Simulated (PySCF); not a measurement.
**CuOCl: relaxation and vibrations of the triplet**

Where does triplet CuOCl go from a bent start, is the end point a minimum, and what are its modes, charges and moments?

Program: PySCF 2.14.0. Level of theory: PBE0, basis Cu def2-TZVP, O def2-TZVP, Cl def2-TZVP, no relativity, density fitting. These are calculated values, not measurements.

### 1 The system as given

3 atoms, charge 0, spin multiplicity 3.

Bond lengths: Cu1–O2 1.720 Å, Cu1–Cl3 2.110 Å. Angles: O2–Cu1–Cl3 110.0°.

Coordinates in bohr (charge 0 multiplicity 3):
```
Cu    0.0000    0.0000    0.0000
O    -2.6624    0.0000    1.8644
Cl    3.2662    0.0000    2.2869
```

### 2 First SCF at the start

The steps below are one call of a driver around PySCF. For each, scf.py gives the equivalent set-up of the SCF; relaxations use the driver's own optimiser. After this first run the driver tries any further starts and a stability analysis.

The input, scf.py:

```python
from pyscf import gto, scf, dft
mol = gto.M(atom='''
Cu     0.000000     0.000000     0.000000
O     -1.408900     0.000000     0.986600
Cl     1.728400     0.000000     1.210200''',
    basis={'Cu': 'def2-TZVP', 'O': 'def2-TZVP', 'Cl': 'def2-TZVP'},
    charge=0, spin=2)
mf = dft.UKS(mol, xc='PBE0')
mf.grids.atom_grid = (50, 194)
aux = {'Cu': 'def2-universal-JKFIT', 'O': 'def2-universal-JKFIT', 'Cl': 'def2-universal-JKFIT'}
mf = mf.density_fit(auxbasis=aux)
mf.conv_tol = 1e-08
mf.diis_space = 10
mf.max_cycle = 60
mf.init_guess = 'minao'
mf.verbose = 4
mf.kernel()
```

On the command line:

```sh
$ OMP_NUM_THREADS=4 python axn.py task.json out
```

The program printed:

```text
init E= -2175.07150717399
[... the frontier-level lines of each cycle are left out ...]
cycle= 1 E= -2172.00568721238  delta_E= 3.07  |g|=  3.9  |ddm|= 1.49
cycle= 2 E= -2157.10856502912  delta_E= 14.9  |g|= 7.85  |ddm|= 5.43
cycle= 3 E= -2173.29837479356  delta_E= -16.2  |g|= 2.59  |ddm|= 4.77
cycle= 4 E= -2167.39757792913  delta_E=  5.9  |g|= 2.72  |ddm|= 5.82
cycle= 5 E= -2174.85794936336  delta_E= -7.46  |g|= 0.866  |ddm|= 5.82
cycle= 6 E= -2175.10888458891  delta_E= -0.251  |g|= 1.02  |ddm|=    1
cycle= 7 E= -2175.42351464362  delta_E= -0.315  |g|= 0.209  |ddm|= 0.509
cycle= 8 E= -2175.43202732475  delta_E= -0.00851  |g|= 0.183  |ddm|= 0.175
cycle= 9 E= -2175.43753329658  delta_E= -0.00551  |g|= 0.154  |ddm|= 0.0577
cycle= 10 E= -2175.44949134618  delta_E= -0.012  |g|= 0.0434  |ddm|= 0.146
cycle= 11 E= -2175.4497627837  delta_E= -0.000271  |g|= 0.0552  |ddm|= 0.0467
cycle= 12 E= -2175.45042744579  delta_E= -0.000665  |g|= 0.0206  |ddm|= 0.0204
cycle= 13 E= -2175.45056512626  delta_E= -0.000138  |g|= 0.0042  |ddm|= 0.0172
cycle= 14 E= -2175.45057887636  delta_E= -1.38e-05  |g|= 0.000938  |ddm|= 0.00576
cycle= 15 E= -2175.45058310247  delta_E= -4.23e-06  |g|= 0.000646  |ddm|= 0.00439
cycle= 16 E= -2175.4505838543  delta_E= -7.52e-07  |g|= 0.000102  |ddm|= 0.00234
cycle= 17 E= -2175.45058386868  delta_E= -1.44e-08  |g|= 6.68e-05  |ddm|= 0.00021
cycle= 18 E= -2175.45058387247  delta_E= -3.79e-09  |g|= 1.73e-05  |ddm|= 0.000102
Extra cycle  E= -2175.45058387274  delta_E= -2.63e-10  |g|= 2.94e-05  |ddm|= 3.29e-05
converged SCF energy = -2175.45058387274  <S^2> = 2.0131476  2S+1 = 3.0087523
```

This step, with its further starts and checks, needed 16 s of wall time on 4 threads of Arm Neoverse V2, shared host.

The starts that the driver tried:

```csv
start,energy (Eh)
the minimal-basis guess,-2175.450584
a thermally smeared density,-2175.450584
a smeared PBE density,-2175.450584
```

The test of internal stability and the other starts found no lower solution of this spin.

### 3 Bent start, triplet: relaxation

The program finds Cs symmetry in the start, which this walk keeps. Threshold on the gradient: 0.0003 Eh/bohr, with a further test on the energy change.

Edit scf.py of step 2 so:

```diff
@@ -3,3 +3,3 @@
-Cu     0.000000     0.000000     0.000000
-O     -1.408900     0.000000     0.986600
-Cl     1.728400     0.000000     1.210200''',
+Cu    -0.332811     0.000000    -0.510125
+O     -1.741711     0.000000     0.476475
+Cl     1.395589     0.000000     0.700075''',
@@ -15 +14,0 @@
-mf.init_guess = 'minao'
```

Energy and gradient, step by step:

```csv
step,energy (Eh),change (kJ/mol),largest symmetric gradient (Eh/bohr)
0,-2175.450584,0.00,0.01600
1,-2175.454861,-11.23,0.01541
2,-2175.462139,-30.34,0.02152
3,-2175.464190,-35.72,0.02329
4,-2175.469978,-50.92,0.00931
5,-2175.472079,-56.43,0.00792
6,-2175.472891,-58.57,0.00309
7,-2175.472912,-58.62,0.00287
8,-2175.472918,-58.64,0.00281
9,-2175.472936,-58.68,0.00018
10,-2175.472936,-58.68,0.00003
```

The walk took 29 s.

Positions (Å) and forces (eV/Å) along the way:

```
step 0
Cu  -0.333   0.000  -0.510   0.763   0.000   0.630
O   -1.742   0.000   0.476  -0.823   0.000  -0.113
Cl   1.396   0.000   0.700   0.060   0.000  -0.517
step 1
Cu  -0.318   0.000  -0.449   0.239   0.000   0.792
O   -1.811   0.000   0.444  -0.322   0.000  -0.371
Cl   1.450   0.000   0.672   0.083   0.000  -0.422
step 5
Cu  -0.342   0.000   0.104   0.257   0.000   0.258
O   -2.054   0.000   0.131   0.150   0.000  -0.107
Cl   1.716   0.000   0.431  -0.407   0.000  -0.151
step 10
Cu  -0.343   0.000   0.211  -0.001   0.000  -0.001
O   -2.041   0.000   0.074  -0.001   0.000   0.002
Cl   1.704   0.000   0.382   0.002   0.000  -0.001
```

After 10 steps and 58.7 kJ/mol it ends at C∞v: Cu–Cl 2.054 Å, Cu–O 1.704 Å; Cl–Cu–O 179.9°.

### 4 Hessian and properties

On the finer grid the gradient is checked again; gradients at displacements of ±0.02 bohr then give force constants and infrared intensities.

Edit scf.py of step 3 so:

```diff
@@ -3,3 +3,3 @@
-Cu    -0.332811     0.000000    -0.510125
-O     -1.741711     0.000000     0.476475
-Cl     1.395589     0.000000     0.700075''',
+Cu    -0.390141     0.000000    -0.032103
+O     -2.088022     0.000000    -0.171812
+Cl     1.657165     0.000000     0.136359''',
@@ -9 +9 @@
-mf.grids.atom_grid = (50, 194)
+mf.grids.atom_grid = (75, 302)
@@ -12 +12 @@
-mf.conv_tol = 1e-08
+mf.conv_tol = 1e-10
```

This SCF starts from the last density.

SCF at the final geometry:

```text
init E= -2175.472863182
[... the frontier-level lines of each cycle are left out ...]
cycle= 1 E= -2175.47286318196  delta_E= 4.05e-11  |g|= 7.35e-06  |ddm|= 3.32e-06
Extra cycle  E= -2175.47286318167  delta_E= 2.9e-10  |g|= 3.75e-05  |ddm|= 1.54e-05
converged SCF energy = -2175.47286318167  <S^2> = 2.0197647  2S+1 = 3.0131477
```

The whole step took 38 s.

Geometry: C∞v; Cu–Cl 2.054 Å, Cu–O 1.704 Å; Cl–Cu–O 180.0°.

Modes, for the most abundant isotopes:

```json
{"symmetry": "π", "ω (cm⁻¹)": "123", "IR (km/mol)": "21.4", "μ (u)": "25.46", "type": "bend"}
{"symmetry": "σ+", "ω (cm⁻¹)": "413", "IR (km/mol)": "36.1", "μ (u)": "32.03", "type": "stretch"}
{"symmetry": "σ+", "ω (cm⁻¹)": "712", "IR (km/mol)": "5.0", "μ (u)": "20.22", "type": "stretch"}
```

No imaginary mode, so this is a minimum.

Constants and moments:

| Property | Result |
| --- | --- |
| Dipole moment | 1.41 D |
| Highest occupied level | -8.78 eV |
| Lowest empty level | -5.37 eV |
| Rotational constants | 0.09549 cm⁻¹ |
| Zero-point energy | 8.2 kJ/mol |
| Principal polarisabilities | 24.4, 24.4, 87.1 bohr³ |
| Atomisation energy without zero-point energy | 558 kJ/mol |
| Principal traceless quadrupole moments about the centre of mass | -6.62, 3.31, 3.31 D Å |
| Entropy at 298.15 K and 1 bar (electronic part: spin only) | 279.8 J/(mol K) |
| Heat capacity Cp at 298.15 K | 54.7 J/(mol K) |
| Enthalpy at 298.15 K above 0 K | 13.37 kJ/mol |
| Rotational symmetry number | 1 |
| Spin squared ⟨S²⟩ | 2.020 |

Populations by atom (charges in e):

```csv
atom,Mulliken,Löwdin,polar tensor,spin (Mulliken),Mayer order to Cu1
Cu1,0.53,0.05,0.49,0.40,–
O2,-0.20,-0.08,0.03,1.45,1.26
Cl3,-0.32,0.04,-0.52,0.15,1.02
```

Outer orbital energies (eV). α occupied: -11.73, -11.73, -11.57, -11.57, -10.73, -9.67, -8.97, -8.97; empty: -0.63, 2.16, 2.16, 3.06. β occupied: -11.26, -11.26, -11.12, -11.12, -10.24, -9.39, -8.78, -8.78; empty: -5.37, -5.37, -0.49, 2.38.

Mulliken populations on Cu1: s 6.66, p 12.33, d 9.48, f 0.00.

### 5 What came out

| quantity | value |
| --- | --- |
| minimum | triplet, C∞v |
| geometry | Cu–Cl 2.054 Å, Cu–O 1.704 Å; Cl–Cu–O 180.0° |
| wavenumbers (cm⁻¹) | 123 (π), 413 (σ+), 712 (σ+) |
| dipole moment | 1.41 D |
| highest occupied, lowest empty level (either spin) | -8.78, -5.37 eV |
| polar-tensor charge of Cu1 | +0.49 e |
| zero-point energy | 8.2 kJ/mol |
| entropy at 298.15 K | 279.8 J/(mol K) |
| atomisation energy (no zero-point energy) | 558 kJ/mol |
| ⟨S²⟩ | 2.020 |

In words: From Cs at the start the molecule goes to a C∞v minimum. In the infrared the band at 413 cm⁻¹ (σ+, stretch) leads. Most of the spin sits on O2 (Mulliken spin 1.45, against 2 for the whole molecule). Only this shape and spin were tried, so other structures or states may lie lower. One determinant may miss the lowest occupation of an open d or f shell.

The search up to here took 83 s.
